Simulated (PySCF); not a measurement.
# A diatomic session: SiAs

What are the lowest state that PBE0 finds, the bond length, vibrational wavenumber and bond energy of SiAs, and how much do these hang on the method?

Computed with PySCF 2.14.0. Level: Si def2-TZVPPD, As def2-TZVPPD, no relativity.

**1. Set-up**

Settings of the job:

| Property | Result |
| --- | --- |
| atoms | Si, As |
| charge | 0 |
| basis | Si def2-TZVPPD, As def2-TZVPPD |
| Hamiltonian | no relativity |
| basis functions | 102 |
| electrons treated | 47 |
| masses in u | 27.9769, 74.9216 |
| levels | PBE0, PBE, r²SCAN, PBEsol, MN15, BHandHLYP, M06, BLYP, ωB97M-V, HF, MP2, SCS-MP2, CCSD, CCSD(T) |
| grid | 80 radial by 434 angular points |
| occupations | held fixed by the projection of orbital angular momentum |
| dissociation limit | Si + As, each in its ground configuration |
| starting distance in angstrom | 2.290 |
| values of 2S to try | 1, 3, 5 |

Run with:

```
$ OMP_NUM_THREADS=2 python dia.py task.json out
```

The runs that follow: The PBE0 curve of the state that the search chose; Higher solutions at PBE0; PBE; r²SCAN (meta-GGA); PBEsol; MN15; BHandHLYP (global hybrid GGA); M06 (hybrid meta-GGA); BLYP (GGA); ωB97M-V; ROHF (mean field); Correlated methods on the Hartree–Fock reference.

**Question.** What will these runs give? Wanted: for each run, Re; ωe; De; μ.

As calculated:

Lowest PBE0 solution found, without spin–orbit coupling: ²Π (doublet), unpaired electrons π ↑. State 2 has its PBE0 minimum 0.17 eV higher. State 3 has its PBE0 minimum 1.54 eV higher. State 4 has its PBE0 minimum 2.83 eV higher. The other levels ran on the lowest alone.

| level | Re (Å) | ωe (cm⁻¹) | De (eV) | μ (D) |
| --- | --- | --- | --- | --- |
| ROHF | 2.150 | 549 | 1.19 | -1.04 |
| ROHF-MP2 | 2.177 | 506 | 3.10 | n/a |
| ROHF-SCS-MP2 | 2.178 | 505 | 3.10 | n/a |
| ROHF-CCSD | 2.174 | 510 | 2.88 | n/a |
| ROHF-CCSD(T) | 2.190 | 489 | 3.13 | n/a |
| PBE | 2.200 | 478 | 3.66 | -0.48 |
| PBEsol | 2.189 | 485 | 3.91 | -0.49 |
| BLYP | 2.213 | 463 | 3.65 | -0.58 |
| r²SCAN | 2.179 | 499 | 3.44 | -0.53 |
| PBE0 | 2.172 | 510 | 3.35 | -0.60 |
| M06 | 2.174 | 504 | 3.70 | -0.60 |
| MN15 | 2.149 | 525 | 3.38 | -0.76 |
| BHandHLYP | 2.158 | 527 | 3.10 | -0.83 |
| ωB97M-V | 2.154 | 532 | 3.45 | -0.89 |

De is counted to Si + As in their ground configurations. A positive dipole means Si(−)As(+).

Differences from CCSD(T) in the same basis:

| level | Re (mÅ) | ωe (%) |
| --- | --- | --- |
| ROHF | -41 | +12.3 |
| ROHF-MP2 | -13 | +3.6 |
| ROHF-SCS-MP2 | -12 | +3.4 |
| ROHF-CCSD | -16 | +4.4 |
| PBE | +10 | -2.2 |
| PBEsol | -1 | -0.7 |
| BLYP | +23 | -5.3 |
| r²SCAN | -11 | +2.2 |
| PBE0 | -18 | +4.4 |
| M06 | -16 | +3.2 |
| MN15 | -41 | +7.5 |
| BHandHLYP | -32 | +7.9 |
| ωB97M-V | -36 | +8.9 |

Judged by CCSD(T) in the same basis: best bond length PBEsol (-1 mÅ), worst ROHF and MN15 (-41 mÅ); best wavenumber PBEsol (-0.7 %), worst ROHF (+12.3 %). Hartree–Fock falls on the short and stiff side, its usual fault. PBE has the long and soft bond that GGAs tend to give. Among the levels with a De in the table, it runs from 1.19 eV (ROHF) to 3.91 eV (PBEsol).

Correlated steps freeze 14 core orbitals.
